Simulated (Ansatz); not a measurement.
# Ta4O: a tetragonal deformation path

One table from this session's results is given with a row withheld; the runs are named, their logs left out.

Method: DFT PBEsol, scalar-relativistic, plane waves, PAW, in Ansatz 0.2.0.

## The system as given

It takes space group P4/mmm (No. 123, tetragonal). Conventional cell: a = 3.211 Å, b = 3.211 Å, c = 7.342 Å, α = 90.00°, β = 90.00°, γ = 90.00°. Ta (site symmetry 4/mmm) has 4 O at 2.27 Å in its first shell of neighbours. Ta (site symmetry 4mm) is surrounded by 1 O at 2.08 Å. Ta (site symmetry 4/mmm) has 8 Ta at 2.77 Å in its first shell of neighbours. O (site symmetry 4/mmm) is surrounded by 6 Ta at 2.08 to 2.27 Å.

Structure file:

```
Ta O
1.0
     3.21094    0.00000    0.00000
     0.00000    3.21094    0.00000
     0.00000    0.00000    7.34198
Ta O
4 1
Direct
  0.00000 0.00000 0.50000
  0.50000 0.50000 0.78278
  0.50000 0.50000 0.21722
  0.00000 0.00000 0.00000
  0.50000 0.50000 0.50000
```

It goes back to an entry of the Materials Project, which need not be the stable form.

It is the result of an earlier relaxation at this level (volume 15.14 Å³/atom; gap on the mesh: none (metal)).

The first run:

input.yaml

```yaml
crystal:
  lattice:
    - [3.2109380109, 0.0, 0.0]
    - [0.0, 3.2109380109, 0.0]
    - [0.0, 0.0, 7.3419833767]
  atoms:
    - { symbol: Ta, position: [0.0, 0.0, 0.5] }
    - { symbol: Ta, position: [0.5, 0.5, 0.7827832025] }
    - { symbol: Ta, position: [0.5, 0.5, 0.2172167975] }
    - { symbol: Ta, position: [0.0, 0.0, 0.0] }
    - { symbol: O, position: [0.5, 0.5, 0.5] }
basis:
  ecutwfc: 420
kpoints:
  mp_grid: { grid: [16, 16, 8] }
hamiltonian:
  xc: pbesol
scf:
  occupations: { method: gaussian, width: 0.15 }
output:
  forces: true
  stress: true
  eigenvalues: true
```

On the command line:

```
$ ansatz run input.yaml --threads 1 --pin off --max-ram 2560MiB --backend cpu --events-out ev --progress --plain --runs-dir out
```

Steps of the session up to this table: The reference: the undisturbed cell on the scan's mesh; At ρ = 0.850; ρ = 1.200; ρ = 0.920; Point ρ = 1.100; Point ρ = 0.960; At ρ = 1.050; At ρ = 0.800; At ρ = 1.300.

One table of the session follows, with a row left open; its other results are not shown here.

| ρ | ΔE (meV/atom) | pressure (GPa) |
| --- | --- | --- |
| 0.800 | 471.8 | 22.2 |
| 0.850 | ? | ? |
| 0.920 | 59.9 | 4.8 |
| 0.960 | 13.6 | 1.9 |
| 1.000 | 0.0 | 0.1 |
| 1.050 | 15.5 | -0.7 |
| 1.100 | 51.6 | -0.2 |
| 1.200 | 144.3 | 3.4 |
| 1.300 | 236.5 | 7.9 |

Q: Estimate the row for ρ = 0.850 from the others.

Worked estimate for «ΔE (meV/atom)». A straight line through the neighbours (0.800, 471.8) and (0.920, 59.9) gives 471.8 + (59.9 − 471.8) × (0.850 − 0.800) / (0.920 − 0.800) = 300.2; a parabola fitted to 3 rows on both sides gives 250.4.

As computed: ΔE (meV/atom): 242.1; pressure (GPa): 13.3. In «ΔE (meV/atom)» the line misses by +58.1 and the parabola by +8.3.
